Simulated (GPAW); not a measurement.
The system is AlFe3B.

```
Fe Al B
1.0
     3.82232    0.00000    0.00000
     0.00000    3.82232    0.00000
     0.00000    0.00000    3.82232
Fe Al B
3 1 1
Cartesian
  0.0000 0.0000 1.9112
  0.0000 1.9112 0.0000
  1.9112 0.0000 0.0000
  1.9112 1.9112 1.9112
  0.0000 0.0000 0.0000
```

The cell comes from a database or a generator and needn't be the stable form of this composition.

Base run:

```yaml
Program: GPAW 26.7.0
Functional: PBEsol
Potentials_or_basis: PAW data sets generated in the run's folder for this functional
Cutoff: 800 eV
Basis: pw
k_mesh: 6 × 6 × 6
Occupations: fermi-dirac, width 0.05 eV
Spin: collinear spin, ferromagnetic start
Starting_moments: "[3.0, 3.0, 3.0, 0.0, 0.0] μB"
```

Its results: pressure -5.6 GPa; net moment 4.12 μB per cell; site moments Fe +1.48; Al -0.08; B -0.05 μB.

**Question.** The run is repeated on the same cell with these changes: functional from PBEsol to LDA; potentials or basis from PAW data sets generated in the run's folder for this functional to the program's PAW data sets (release 1.2.1) made for this functional. What comes out?

**Answer.** Pressure -13.0 GPa; net moment 4.04 μB per cell; site moments Fe +1.42; Al -0.06; B -0.05 μB.
